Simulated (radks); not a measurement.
# Taking charge from the 4d level of La³⁺ in fractions

One table from this session's results is given with a row withheld; the runs are named, their logs left out.

Method: scalar-relativistic Kohn-Sham, SCAN, spin-polarised, spherical densities, finite nucleus. Code: radks (a radial shooting solver on a logarithmic mesh, Libxc functionals) version 1.

**Starting point**

| Property | Result |
| --- | --- |
| element | lanthanum (Z = 57) |
| charge | +3 |
| electrons | 54 |
| configuration | [Kr] 4d(up 5, down 5) 5s2 5p6 |
| nuclear rms radius | 4.855 fm |

A shell typed twice in an input gives spin up, then spin down.

Set-up of the first run:

Input:

```text
Z 57
configuration [Kr] 4d5 4d5 5s2 5p6
relativity scalar-relativistic
functional scan,scan
spin polarised
nucleus finite rms 4.855 fm
c 137.035999084
```

Among the steps run: Start: [Kr] 4d(up 5, down 5) 5s2 5p6.

One table of the session follows, with a row left open; its other results are not shown here.

It belongs to the step «Start: [Kr] 4d(up 5, down 5) 5s2 5p6». From the orbitals of this run (lengths in bohr):

| level | <r> | outermost maximum (interpolated) | 90 % within | nodes |
| --- | --- | --- | --- | --- |
| 3s | 0.2846 | 0.260 | 0.418 | 2 |
| 3p | 0.2828 | 0.255 | 0.424 | 1 |
| 3d | 0.2600 | 0.210 | 0.407 | 0 |
| 4s | 0.6542 | 0.608 | 0.938 | 3 |
| 4p | 0.6930 | 0.635 | 1.01 | 2 |
| 4d | 0.7678 | 0.671 | 1.15 | 1 |
| 5s | 1.548 | 1.41 | 2.21 | 4 |
| 5p | ? | ? | ? | ? |

Estimate the missing values for 5p.

The run gave: <r>: 1.753; outermost maximum (interpolated): 1.57; 90 % within: 2.53; nodes: 3. In the column «<r>» it is the highest.
